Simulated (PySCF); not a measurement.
# Zr+: dipole response in x2c-TZVPPall plus 1 even-tempered diffuse shell per l

Aim: the static polarisability and the C₆ coefficient of Zr+, method by method.

The numbers are computed with PySCF 2.14.0 (unrestricted determinants in a Gaussian basis, no spin-orbit coupling in the energies), except any that are marked as measured or tabulated.

**1. Starting point**

```
Element     : zirconium (Z = 40)
Basis       : x2c-TZVPPall with one added diffuse shell each of s, p, d, f type (9s7p7d3f1g, 95 functions)
Hamiltonian : the spin-free X2C one-electron Hamiltonian (Gaussian nucleus)
State 1     : Zr+: [Kr] 4d2 5s1, high-spin 4F determinant
Methods     : BHandHLYP
```

Outer shells as boxes (Hund's rule):

Zr+ [Kr] 4d2 5s1
```
[Kr] core
4d [↑ ][↑ ][  ][  ][  ]
5s [↑ ]
```

The runs were made by one driver on top of PySCF. The scripts below sum up each run's settings (the driver also hands on starting orbitals that pick excited configurations, and frozen orbitals as a list rather than a count), and the logs come from the driver's own runs. The driver starts from symmetry-adapted Hartree-Fock orbitals, holds the occupation by maximum overlap and uses a logarithmic radial grid for functionals, so a plain start would take other cycles.

The integrals over 95 functions and the set-up took 3.3 s of CPU time.

**2. Zr+, at BHandHLYP**

Level: BHandHLYP.

Input file input.py:

```python
from pyscf import gto, scf, dft, mp, cc
import basis_set_exchange as bse
mol = gto.M(atom="Zr 0 0 0", charge=1, spin=3, symmetry="D2h",
            basis=gto.basis.parse(bse.get_basis("x2c-TZVPPall", elements=["Zr"], fmt="nwchem", augment_diffuse=1)),
            nucmod="G")
mf = dft.UKS(mol, xc="BHANDHLYP").sfx2c1e()
mf.irrep_nelec = {'Ag': (8, 6), 'B1g': (2, 1), 'B2g': (1, 1), 'B3g': (1, 1), 'B1u': (3, 3), 'B2u': (3, 3), 'B3u': (3, 3)}
mf.kernel()
```

Output:

```text
damping factor = 0
level_shift factor = 0
DIIS = <class 'pyscf.scf.diis.CDIIS'>
diis_start_cycle = 1
diis_space = 10
diis_damp = 0
SCF conv_tol = 1e-09
SCF conv_tol_grad = None
number electrons alpha = 21  beta = 18
XC functionals = BHANDHLYP
    A. D. Becke.,  J. Chem. Phys. 98, 1372 (1993)
    Defined through Gaussian implementation.
cycle= 1 E= -3597.99664225958  delta_E= -0.0058  |g|= 0.0256  |ddm|= 0.27
cycle= 2 E= -3597.99676807365  delta_E= -0.000126  |g|= 0.00579  |ddm|= 0.042
cycle= 3 E= -3597.99677299681  delta_E= -4.92e-06  |g|= 0.00067  |ddm|= 0.0132
cycle= 4 E= -3597.99677329242  delta_E= -2.96e-07  |g|= 8.84e-05  |ddm|= 0.00505
cycle= 5 E= -3597.9967732964  delta_E= -3.97e-09  |g|= 3.83e-05  |ddm|= 0.000457
cycle= 6 E= -3597.99677329688  delta_E= -4.82e-10  |g|= 2.53e-06  |ddm|= 0.000185
converged SCF energy = -3597.99677329688  <S^2> = 3.7518841  2S+1 = 4.0009419
```

It used 43 s of CPU time after the integrals (shared host).

The occupied shells:

| shell | electrons | mean orbital energy (eV) | spread (eV) | rms radius (bohr) |
| --- | --- | --- | --- | --- |
| 1s α | 1 | -17958.6 | 0 | 0.0426 |
| 1s β | 1 | -17958.5 | 0 | 0.0426 |
| 2s α | 1 | -2531.0 | 0 | 0.176 |
| 2s β | 1 | -2530.8 | 0 | 0.176 |
| 2p α | 3 | -2255.6 | 0 | 0.156 |
| 2p β | 3 | -2255.4 | 0 | 0.156 |
| 3s α | 1 | -436.12 | 0 | 0.489 |
| 3s β | 1 | -435.92 | 0 | 0.489 |
| 3p α | 3 | -344.98 | 0 | 0.497 |
| 3p β | 3 | -344.80 | 0 | 0.497 |
| 3d α | 5 | -195.07 | 0.358 | 0.497 |
| 3d β | 5 | -194.75 | 0.152 | 0.497 |
| 4s α | 1 | -68.975 | 0 | 1.29 |
| 4s β | 1 | -67.387 | 0 | 1.29 |
| 4p α | 3 | -44.397 | 0 | 1.47 |
| 4p β | 3 | -42.473 | 0 | 1.47 |
| 4d α | 2 | -13.281 | 0 | 2.30 |
| 5s α | 1 | -11.492 | 0 | 3.65 |

⟨S²⟩ = 3.752, ⟨L²⟩ = 12.03.

The driver then solved the coupled dipole response at imaginary frequencies: mean α = 60.55 bohr³, C₆ = 514.4 au for a like pair.

Radial density 4πr²ρ of Zr+ at BHandHLYP, without picture-change correction:

| r (bohr) | density | spin density |
| --- | --- | --- |
| 0.000614 | 0.412 | 0.000 |
| 0.00103 | 1.00 | 0.000 |
| 0.00174 | 2.41 | 0.000 |
| 0.00292 | 5.56 | 0.001 |
| 0.00491 | 12.1 | 0.002 |
| 0.00826 | 23.9 | 0.003 |
| 0.0139 | 39.8 | 0.004 |
| 0.0234 | 50.3 | 0.004 |
| 0.0393 | 45.2 | -0.001 |
| 0.0661 | 45.1 | 0.002 |
| 0.111 | 61.6 | 0.038 |
| 0.187 | 42.6 | 0.124 |
| 0.315 | 43.4 | 0.211 |
| 0.529 | 30.5 | 0.009 |
| 0.891 | 9.56 | 0.390 |
| 1.50 | 6.68 | 1.037 |
| 2.52 | 1.47 | 0.950 |
| 4.24 | 0.314 | 0.311 |
| 7.13 | 0.00834 | 0.008 |
| 12.0 | 5.63e-05 | 0.000 |

**3. Polarisabilities and C₆**

Zr+, in atomic units:

| method | mean α | C₆ (like pair) | S(−4) |
| --- | --- | --- | --- |
| BHandHLYP | 60.55 | 514.4 | 2387 |

α(iu) at BHandHLYP:

| u (hartree) | α(iu) (bohr³) |
| --- | --- |
| 0 | 60.55 |
| 0.0500 | 55.21 |
| 0.100 | 44.23 |
| 0.200 | 26.58 |
| 0.300 | 17.63 |
| 0.500 | 10.14 |
| 0.750 | 6.492 |
| 1.00 | 4.661 |
| 1.50 | 2.792 |
| 2.00 | 1.858 |
| 3.00 | 0.9818 |
| 5.00 | 0.4068 |

**4. Outcome**

| quantity | value |
| --- | --- |
| α of Zr+ | 60.55 (BHandHLYP) bohr³ |

What this shows: A single London oscillator with the computed α and C₆ of Zr+ at BHandHLYP would have ω = 4 C₆ / (3 α²) = 0.187 hartree. All values hold for this basis alone; no basis-set limit was taken.
